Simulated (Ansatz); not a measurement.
**C₃H₆FNSi: up Jacob's ladder to CCSD(T)**

An exercise on one series of results from a longer session: the logs are not shown, and one member is left open.

Program: Ansatz 0.2.0, Gaussian basis. Level of theory: functionals in def2-TZVPP, the program's frozen cores in correlated methods. These are calculated values, not measurements.

Levels to be run: LDA (SPW92), PBE-D4, revPBE-D4, BLYP-D4, r2SCAN-D4, B97M-V, PBE0-D4, B3LYP-D4, r2SCANh-D4, r2SCAN0-D4, HSE06-D4, BHLYP-D4, CAM-B3LYP-D4, LC-ωPBE, ωB97X-V, ωB97M-V, B2PLYP, PBE-QIDH; CCSD(T)/def2-SVP; CCSD(T)/def2-TZVPP; MP2/def2-QZVPP; extrapolation to the limit; RPA on PBE.

## Structure used throughout

All runs share one geometry, relaxed beforehand with PBE0-D4 in a triple-zeta def2 set.

12 atoms, charge 0, spin multiplicity 1.

Atoms are counted from 1 here; the program's logs count them from 0.

Bond lengths: C1–Si2 1.845 Å, C1–H7 1.093 Å, C1–H8 1.092 Å, C1–H9 1.093 Å, Si2–C3 1.845 Å, Si2–F4 1.597 Å, Si2–C5 1.860 Å, C3–H10 1.092 Å, C3–H11 1.093 Å, C3–H12 1.093 Å, C5–N6 1.152 Å. Angles: Si2–C1–H7 110.6°, Si2–C1–H8 110.8°, Si2–C1–H9 110.5°, H7–C1–H8 108.4°, H7–C1–H9 108.3°, H8–C1–H9 108.2°, C1–Si2–C3 115.5°, C1–Si2–F4 109.6°, C1–Si2–C5 108.1°, C3–Si2–F4 109.6°, C3–Si2–C5 108.1°, F4–Si2–C5 105.4°, Si2–C3–H10 110.8°, Si2–C3–H11 110.6°, Si2–C3–H12 110.5°, H10–C3–H11 108.4°, H10–C3–H12 108.2°, H11–C3–H12 108.3° and more.

Set-up of the first run:

Input file in.yaml:

```yaml
crystal:
  periodic: [false, false, false]
  atoms:
    - {symbol: C, position_ang: [-1.250998, -0.573096, 0.939219]}
    - {symbol: Si, position_ang: [-0.187024, -0.005299, -0.457286]}
    - {symbol: C, position_ang: [1.617772, -0.338975, -0.267341]}
    - {symbol: F, position_ang: [-0.709470, -0.645063, -1.823579]}
    - {symbol: C, position_ang: [-0.418624, 1.830460, -0.651546]}
    - {symbol: N, position_ang: [-0.542409, 2.973248, -0.723983]}
    - {symbol: H, position_ang: [-1.158898, -1.653110, 1.078212]}
    - {symbol: H, position_ang: [-2.299991, -0.337918, 0.747933]}
    - {symbol: H, position_ang: [-0.955728, -0.081448, 1.869521]}
    - {symbol: H, position_ang: [2.173150, 0.027912, -1.132922]}
    - {symbol: H, position_ang: [1.802048, -1.411543, -0.167975]}
    - {symbol: H, position_ang: [2.007272, 0.159631, 0.623749]}
basis:
  gaussian: {orbitals: def2-TZVPP}
hamiltonian: {xc: lda}
output: {orbitals: {seedname: orbitals}}
```

On the command line:

```console
> ansatz run in.yaml --threads 4 --pin off --events-out ev --progress --plain --max-ram 10444MiB
```

Among the steps run: LDA; PBE-D4 (GGA); revPBE-D4 (GGA); BLYP-D4 (GGA); r2SCAN-D4 (meta-GGA); B97M-V (meta-GGA); B3LYP-D4 (hybrid); r2SCANh-D4 (hybrid); r2SCAN0-D4 (hybrid); HSE06-D4 (hybrid); BHLYP-D4 (hybrid); CAM-B3LYP-D4 (range-separated); LC-ωPBE (range-separated); ωB97X-V (range-separated); ωB97M-V (range-separated); B2PLYP (double hybrid); PBE-QIDH (double hybrid).

One of the session's tables, all rows but one given; the rest of the session is left out.

It belongs to the step «Orbital energies across the functionals». 

| functional | HOMO (eV) | gap (eV) |
| --- | --- | --- |
| LDA (SPW92) | ? | ? |
| PBE-D4 | -8.01 | 6.42 |
| revPBE-D4 | -7.95 | 6.47 |
| BLYP-D4 | -7.89 | 6.45 |
| r2SCAN-D4 | -8.32 | 6.97 |
| B97M-V | -8.35 | 7.07 |
| PBE0-D4 | -9.38 | 8.79 |
| B3LYP-D4 | -9.15 | 8.34 |
| r2SCANh-D4 | -8.82 | 7.84 |
| r2SCAN0-D4 | -9.58 | 9.14 |
| HSE06-D4 | -8.97 | 8.01 |
| BHLYP-D4 | -10.65 | 11.15 |
| CAM-B3LYP-D4 | -10.79 | 11.35 |
| LC-ωPBE | -12.17 | 13.93 |
| ωB97X-V | -11.78 | 13.44 |
| ωB97M-V | -11.63 | 13.13 |

**Question.** Estimate the row for LDA (SPW92).

**Answer.** HOMO (eV): -8.16; gap (eV): 6.31. In the column «HOMO (eV)» it lies between r2SCAN-D4 (-8.32) and PBE-D4 (-8.01).
